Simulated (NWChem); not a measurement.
# One shape, several levels: H2Te (hydrogen telluride)

We compute a comparison of 6 runs (HF/STO-3G, HF/3-21G, B2PLYP/def2-TZVPPD, BHLYP/def2-TZVPPD, M06-L/def2-TZVPPD, wB97X/def2-TZVPPD) of H2Te (hydrogen telluride). 

Program for the calculation: NWChem 7.3.0.

1 further run of the same task is left out (set aside as unsound or not needed).

### Step 1. The system as given

H2Te has 3 atoms, charge 0, and is taken as a singlet. SMILES: `[TeH2]`. The shape is that of a PBE0-D4/def2-TZVP optimisation.

Bond lengths: Te1–H2 1.656 Å, Te1–H3 1.656 Å. Angles: H2–Te1–H3 90.4°.

### Step 2. Energy and forces at HF/STO-3G (run 1)

work.xyz reads:

```xyz
3
H2Te gradient
Te     0.579000    -0.464000     0.259000
H      0.251700     1.159200     0.266100
H     -0.841600    -0.760100    -0.538300
```

work.nw reads:

```
START work
TITLE "H2Te gradient"
memory 2200 mb

GEOMETRY noautosym nocenter noautoz
  load format xyz work.xyz
END

BASIS spherical bse
  * library STO-3G
END

SCF
  thresh 1e-08
  maxiter 80
END

TASK scf gradient
```

Started as:

```
$ nwchem work.nw > work.out
```

What it wrote:

```text
[...]
  functions       =    29
[...]
  wavefunction    = RHF
[...]
         Total SCF energy =  -6548.266815871263
      One-electron energy =  -9099.163048925664
      Two-electron energy =   2517.433978876062
 Nuclear repulsion energy =     33.462254178339
        Time for solution =      0.8s
[...]
                         RHF ENERGY GRADIENTS
    atom               coordinates                        gradient
                 x          y          z           x          y          z
   1 Te      1.094151  -0.876833   0.489439    0.017613  -0.013424   0.007957
   2 H       0.475644   2.190570   0.502856   -0.004859   0.013683  -0.001069
   3 H      -1.590393  -1.436381  -1.017239   -0.012755  -0.000259  -0.006888
[...]
```

Run time: 1.7 s. Hardware: 1 thread of Intel Xeon Platinum 8488C (Sapphire Rapids), shared host; peak memory 0.097 GiB.

### Step 3. Energy and gradient at HF/3-21G (run 2)

run.py reads:

```python
from ase import Atoms
from ase.calculators.nwchem import NWChem

atoms = Atoms('TeHH', positions=[
    [0.579000, -0.464000, 0.259000],
    [0.251700, 1.159200, 0.266100],
    [-0.841600, -0.760100, -0.538300],
])

calc = NWChem(
    label='h2te',
    theory='scf',
    memory='2200 mb',
    basis='3-21G',
    basispar='spherical bse',
    scf={'nopen': '0', 'rhf': None, 'thresh': '1e-08', 'maxiter': '80', 'print': 'low'},
)
atoms.calc = calc

forces = atoms.get_forces()
e = atoms.get_potential_energy()
print(f"E = {e:.6f} eV")
print("forces (eV/A):")
for s, f in zip(atoms.symbols, forces):
    print(f"{s:2s} {f[0]:10.5f} {f[1]:10.5f} {f[2]:10.5f}")
```

Started as:

```
$ export ASE_NWCHEM_COMMAND="nwchem PREFIX.nwi > PREFIX.nwo"
$ python run.py
```

What it wrote:

```text
E = -179155.156391 eV
forces (eV/A):
Te    0.35075   -0.26400    0.15884
H    -0.00607    0.42732    0.04494
H    -0.34468   -0.16337   -0.20379
```

The calculator wrote h2te.nwi:

```
title "h2te"

permanent_dir h2te

scratch_dir h2te

start h2te

geometry units angstrom nocenter noautosym noautoz
  Te 5.7899999999999996e-01 -4.6400000000000002e-01 2.5900000000000001e-01
  H  2.5169999999999998e-01 1.1592000000000000e+00 2.6610000000000000e-01
  H  -8.4160000000000001e-01 -7.6010000000000000e-01 -5.3830000000000000e-01
end

memory 2200 mb

basis spherical bse noprint
   * library 3-21G
end

scf
  nopen 0
  rhf
  thresh 1e-08
  maxiter 80
  print low
end

task scf gradient
```

h2te.nwo:

```text
Northwest Computational Chemistry Package (NWChem) 7.3.0
             --------------------------------------------------------

           Job information
           ---------------

    nwchem branch   = 7.3.0
    use scalapack   = T
    input           = h2te.nwi
    prefix          = h2te.
    data base       = h2te/h2te.db
    status          = startup
    nproc           =        1

           Memory information
           ------------------

    heap     =     72089600 doubles =      550.0 Mbytes
    stack    =     72089597 doubles =      550.0 Mbytes
    global   =    144179200 doubles =     1100.0 Mbytes (distinct from heap & stack)
    total    =    288358397 doubles =     2200.0 Mbytes
    verify   = yes
    hardfail = no

           Directory information
           ---------------------

  0 permanent = h2te
  0 scratch   = h2te

                                NWChem Input Module
                                -------------------

                                       h2te
                                       ----

[... 22 lines left out ...]
            Nuclear Dipole moment (a.u.)
[... 34 lines left out ...]
                                 NWChem SCF Module
                                 -----------------

                                       h2te

  ao basis        = "ao basis"
  functions       =    35
  atoms           =     3
  closed shells   =    27
  open shells     =     0
  charge          =   0.00
  wavefunction    = RHF
  input vectors   = atomic
  output vectors  = h2te/h2te.movecs
  use symmetry    = F
  symmetry adapt  = F

 Forming initial guess at       0.0s

 Starting SCF solution at       0.1s

       Final RHF  results
       ------------------

         Total SCF energy =  -6583.830615249452
      One-electron energy =  -9133.063286361767
      Two-electron energy =   2515.770416933975
 Nuclear repulsion energy =     33.462254178339

        Time for solution =      1.3s

                              NWChem Gradients Module
                              -----------------------

                         RHF ENERGY GRADIENTS

    atom               coordinates                        gradient
                 x          y          z           x          y          z
   1 Te      1.094151  -0.876833   0.489439   -0.006821   0.005134  -0.003089
   2 H       0.475644   2.190570   0.502856    0.000118  -0.008310  -0.000874
   3 H      -1.590393  -1.436381  -1.017239    0.006703   0.003177   0.003963

 Task  times  cpu:        1.6s     wall:        1.6s
 Total times  cpu:        1.7s     wall:        1.7s
```

Run time: 2.7 s. Hardware: 1 thread of Intel Xeon Platinum 8488C (Sapphire Rapids), shared host; peak memory 0.097 GiB.

Runs 3 to 5 aren't shown in full; the table further down has their settings and results.

### Step 4. Energy and gradient at wB97X/def2-TZVPPD (core potential) (run 6)

run.py reads:

```python
from ase import Atoms
from ase.calculators.nwchem import NWChem

system = Atoms(['Te', 'H', 'H'], positions=[
    [0.579000, -0.464000, 0.259000],
    [0.251700, 1.159200, 0.266100],
    [-0.841600, -0.760100, -0.538300],
])

calc = NWChem(
    label='h2te',
    theory='dft',
    memory='2200 mb',
    basis='def2-TZVPPD',
    basispar='spherical bse',
    dft={'xc': 'wb97x', 'mult': '1', 'grid': 'fine', 'convergence': 'energy 1e-08', 'iterations': '100', 'mulliken': None},
    **{'ecp bse': {'Te library': 'def2-TZVPPD'}},
)
system.calc = calc

forces = system.get_forces()
e = system.get_potential_energy()
print(f"E = {e:.6f} eV")
print("forces (eV/A):")
for s, f in zip(system.symbols, forces):
    print(f"{s:2s} {f[0]:10.5f} {f[1]:10.5f} {f[2]:10.5f}")
print("dipole (e A):", system.get_dipole_moment().round(4))
```

Started as:

```
$ export ASE_NWCHEM_COMMAND="nwchem PREFIX.nwi > PREFIX.nwo"
$ python run.py
```

What it wrote:

```text
E = -7326.859250 eV
forces (eV/A):
Te   -0.11426    0.08886   -0.05142
H     0.03502   -0.08500    0.00926
H     0.07924   -0.00391    0.04217
dipole (e A): [-0.0246  0.0187 -0.0111]
```

The calculator wrote h2te.nwi:

```
title "h2te"

permanent_dir h2te

scratch_dir h2te

start h2te

geometry units angstrom nocenter noautosym noautoz
  Te 5.7899999999999996e-01 -4.6400000000000002e-01 2.5900000000000001e-01
  H  2.5169999999999998e-01 1.1592000000000000e+00 2.6610000000000000e-01
  H  -8.4160000000000001e-01 -7.6010000000000000e-01 -5.3830000000000000e-01
end

memory 2200 mb

basis spherical bse noprint
   * library def2-TZVPPD
end

dft
  xc wb97x
  mult 1
  grid fine
  convergence energy 1e-08
  iterations 100
  mulliken
end
ecp bse
  Te library def2-TZVPPD
end

task dft gradient
```

h2te.nwo, shortened:

```text
[...]
         Total DFT energy =     -269.257113323171
[...]
  wavefunction    = closed shell
[...]
                         DFT ENERGY GRADIENTS
    atom               coordinates                        gradient
                 x          y          z           x          y          z
   1 Te      1.094151  -0.876833   0.489439    0.002222  -0.001728   0.001000
   2 H       0.475644   2.190570   0.502856   -0.000681   0.001653  -0.000180
   3 H      -1.590393  -1.436381  -1.017239   -0.001541   0.000076  -0.000820
[...]
```

Wall time 60 s (1 thread of Intel Xeon Platinum 8488C (Sapphire Rapids), shared host); peak memory 0.14 GiB.

### Step 5. The series

```tsv
run	level	task	iteration cap	energy (Eh)	dipole moment (D)	HOMO energy (eV)	LUMO energy (eV)	wall time
1	HF/STO-3G	gradient	80	-6548.266816	1.40	-6.64	8.28	1.7 s
2	HF/3-21G	gradient	80	-6583.830615	–	–	–	2.7 s
3	B2PLYP/def2-TZVPPD (core potential)	energy	100	-269.032152	–	–	–	14 s
4	BHLYP/def2-TZVPPD (core potential)	gradient	100	-269.152428	0.15	-7.48	0.02	15 s
5	M06-L/def2-TZVPPD (core potential)	gradient	100	-269.381973	0.04	-5.41	-1.15	24 s
6	wB97X/def2-TZVPPD (core potential)	gradient	100	-269.257113	0.16	-8.77	1.19	60 s
```

### Step 6. What came out

| quantity | value |
| --- | --- |
| run 6: total energy | -269.25711 Eh |
| run 6: dipole moment | 0.16 D |
| run 6: HOMO energy | -8.77 eV |
| run 6: LUMO energy | 1.19 eV |
| run 6: HOMO–LUMO gap | 9.96 eV |
| run 6: largest force on an atom | 0.154 eV/Å |

Over runs 1, 4, 5, 6 the dipole moment (its size) runs from 0.04 D (M06-L/def2-TZVPPD) to 1.40 D (HF/STO-3G). The two ends differ in method and basis and core potential. Over runs 1, 4, 5, 6 the HOMO–LUMO gap runs from 4.27 eV (M06-L/def2-TZVPPD) to 14.92 eV (HF/STO-3G). Totals of different functionals can't be ranked against each other. Some runs of one species differ in core potentials or relativity; totals across that change don't compare. In run 1 the basis is minimal, so the values are rough. In runs 1, 2 relativity is left out where basis or elements ask for it. All runs together took 2 min, the longest 60 s.
